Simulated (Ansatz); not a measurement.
**C2H7ClGaNO: geometry optimisation**

Aim: relax C2H7ClGaNO from a cheap starting geometry.

The runs use Ansatz 0.2.0, Gaussian basis; RKS PBE0-D4/def2-TZVP.

Levels to be run: relaxation at PBE0-D4/def2-TZVP.

1 further run of the same task is left out (set aside as unsound or not needed).

## (1) Starting geometry

SMILES `C[N](C)[Ga]([OH])[Cl]`, 13 atoms, charge 0, spin multiplicity 1.

Atoms are counted from 1 here; the program's logs count them from 0.

Bond lengths: C1–N2 1.453 Å, C1–H7 1.096 Å, C1–H8 1.098 Å, C1–H9 1.094 Å, N2–C3 1.453 Å, N2–Ga4 1.869 Å, C3–H10 1.095 Å, C3–H11 1.090 Å, C3–H12 1.097 Å, Ga4–O5 1.750 Å, Ga4–Cl6 2.100 Å, O5–H13 0.956 Å. Angles: N2–C1–H7 109.1°, N2–C1–H8 112.6°, N2–C1–H9 109.5°, H7–C1–H8 108.2°, H7–C1–H9 108.4°, H8–C1–H9 108.9°, C1–N2–C3 113.2°, C1–N2–Ga4 120.4°, C3–N2–Ga4 118.5°, N2–C3–H10 109.1°, N2–C3–H11 108.9°, N2–C3–H12 112.5°, H10–C3–H11 108.8°, H10–C3–H12 108.3°, H11–C3–H12 109.2°, N2–Ga4–O5 114.5°, N2–Ga4–Cl6 126.2°, O5–Ga4–Cl6 118.2° and more.

The start is a GFN2-xTB geometry.

## (2) Optimising with PBE0-D4/def2-TZVP

The input, in.yaml:

```yaml
crystal:
  periodic: [false, false, false]
  atoms:
    - {symbol: C, position_ang: [-0.396490, -0.982160, -1.345960]}
    - {symbol: N, position_ang: [0.116360, -0.012500, -0.393380]}
    - {symbol: C, position_ang: [1.468050, -0.307090, 0.051290]}
    - {symbol: Ga, position_ang: [-1.041530, 0.857540, 0.787810]}
    - {symbol: O, position_ang: [-0.242300, 1.742240, 2.068940]}
    - {symbol: Cl, position_ang: [-3.101690, 1.156130, 0.509160]}
    - {symbol: H, position_ang: [0.177290, -0.909360, -2.276700]}
    - {symbol: H, position_ang: [-0.324290, -2.014570, -0.978810]}
    - {symbol: H, position_ang: [-1.443430, -0.758090, -1.568400]}
    - {symbol: H, position_ang: [2.155280, -0.197770, -0.793880]}
    - {symbol: H, position_ang: [1.748000, 0.407010, 0.825750]}
    - {symbol: H, position_ang: [1.567130, -1.325670, 0.447440]}
    - {symbol: H, position_ang: [-0.682380, 2.344290, 2.666740]}
basis:
  gaussian: {orbitals: def2-TZVP}
hamiltonian: {xc: pbe0, dispersion: d4}
relax: {f_tol: 0.005, max_steps: 150}
```

The run is started by

```
> ansatz run in.yaml --threads 2 --pin off --events-out ev --progress --plain --max-ram 32768MiB --backend cuda --devices 0, --max-vram 18GiB
```

Q: Predict the results of all the runs planned. Wanted: point group; shift from the start; total energy; dispersion term; dipole moment.

**Answer**, as computed:

| quantity | value |
| --- | --- |
| point group | Cs |
| steps | 9 |
| shift from the start (rms) | 0.162 Å |
| total energy | -70613.9698 eV |
| dispersion term | -273 meV |
| dipole moment | 1.03 D |

In words: The relaxed geometry lies 0.16 Å (rms) from the start; the bond that changed most is N2–Ga4, from 1.869 to 1.797 Å. No vibrations were run, so it is not proven to be a minimum. The largest Mulliken charge, -0.55 e, sits on O5.
